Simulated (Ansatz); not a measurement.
# SmPb2: the cost of one run

Computed with Ansatz 0.2.0 (DFT PBE, scalar-relativistic, plane waves, PAW; 4f electrons in the core of a trivalent norm-conserving potential, unless a step's input says otherwise).

1 further run of the same task is left out (it didn't finish).

**1. Starting point**

The structure is cubic, space group Fd-3m (No. 227). Conventional cell: a = 9.165 Å, b = 9.165 Å, c = 9.165 Å, α = 90.00°, β = 90.00°, γ = 90.00°. Around Sm (site symmetry -43m) lie 12 Pb at 3.80 Å and 4 Sm at 3.97 Å. Around Pb (site symmetry -3m) lie 6 Pb at 3.24 Å and 6 Sm at 3.80 Å.

Coordinates:

```xyz
6
Lattice="0.0000 4.5823 4.5823 4.5823 0.0000 4.5823 4.5823 4.5823 0.0000" Properties=species:S:1:pos:R:3 pbc="T T T"
Sm    4.5823    4.5823    4.5823
Sm    6.8735    6.8735    6.8735
Pb    1.1456    1.1456    1.1456
Pb    1.1456    3.4368    3.4368
Pb    3.4368    1.1456    3.4368
Pb    3.4368    3.4368    1.1456
```

The cell is invented: species swapped into a database cell of PrAl2 (Fd-3m, No. 227), with Sm on the Pr sites and Pb on the Al sites. Its size is a rough estimate.

**2. A first look at the guess**

The input, input.yaml:

```yaml
crystal:
  lattice:
    - [0.0, 4.58233974, 4.58233974]
    - [4.58233974, 0.0, 4.58233974]
    - [4.58233974, 4.58233974, 0.0]
  atoms:
    - { symbol: Sm, position: [0.5, 0.5, 0.5] }
    - { symbol: Sm, position: [0.75, 0.75, 0.75] }
    - { symbol: Pb, position: [0.125, 0.125, 0.125] }
    - { symbol: Pb, position: [0.625, 0.125, 0.125] }
    - { symbol: Pb, position: [0.125, 0.625, 0.125] }
    - { symbol: Pb, position: [0.125, 0.125, 0.625] }
basis:
  ecutwfc: 690
kpoints:
  mp_grid: { grid: [4, 4, 4] }
hamiltonian:
  xc: pbe
  pseudopotentials:
    kind: paw
    azcp: { Sm: "pseudopotentials/pbe/nc/lanthanide_3plus/Sm.nc.azcp" }
scf:
  occupations: { method: gaussian, width: 0.1 }
  lower_state_search: "off"
output:
  forces: true
  stress: true
  eigenvalues: true
```

Started as:

```
$ ansatz run input.yaml --threads 1 --pin off --max-ram 2560MiB --backend cpu --events-out ev --progress --plain --runs-dir out
```

What time and memory should one allow on 1 thread of Arm Neoverse V1, shared host?

About 12 s, with a peak of 0.58 GiB.
